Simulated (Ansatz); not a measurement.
# GdO (CsCl type): a single-point run

Aim: a sound single-point run of GdO (CsCl type). The structure is shown as the input types it.

Method: DFT r2SCAN, scalar-relativistic, plane waves, PAW, in Ansatz 0.2.0.

## Step 1: The starting structure

Symmetry: Pm-3m, No. 221, cubic system. The conventional cell has a = 2.994 Å, b = 2.994 Å, c = 2.994 Å, α = 90.00°, β = 90.00°, γ = 90.00°. Gd (site symmetry m-3m) is surrounded by 8 O at 2.59 Å. O (site symmetry m-3m) is surrounded by 8 Gd at 2.59 Å.

As a file:

```
CELL_PARAMETERS angstrom
2.99448 0.00000 0.00000
0.00000 2.99448 0.00000
0.00000 0.00000 2.99448
ATOMIC_POSITIONS crystal
Gd 0.00000 0.00000 0.00000
O 0.50000 0.50000 0.50000
```

## Step 2: The run

Contents of input.yaml:

```yaml
crystal:
  lattice:
    - [2.9944849749, 0.0, 0.0]
    - [0.0, 2.9944849749, 0.0]
    - [0.0, 0.0, 2.9944849749]
  atoms:
    - { symbol: Gd, position: [0.0, 0.0, 0.0], spin: 7.0 }
    - { symbol: O, position: [0.5, 0.5, 0.5] }
basis:
  ecutwfc: 500
  ecutrho_ratio: 2
kpoints:
  mp_grid: { grid: [12, 12, 12] }
hamiltonian:
  xc: r2scan
scf:
  occupations: { method: gaussian, width: 0.05 }
  max_iter: 80
output:
  forces: true
  stress: true
magnetization:
  spin_polarized: true
```

Started as:

```
ansatz run input.yaml --threads 2 --pin off --max-ram 2662MiB --backend cpu --events-out ev --progress --plain --runs-dir out
```

Q: Will this input give a usable result? If not, why, and what should change?

This run ends as converged, with warnings (cutoff below recommended, stability check not made). Its log warns: «basis.ecutrho_ratio = 2 (ecutrho = 1000 eV) is below the records' recommended 2000 eV»

The suspect setting: basis.ecutrho_ratio is 2. The risk: density grid too coarse. The run converged, but that does not make its result sound.

To check: set basis.ecutrho_ratio to 4.
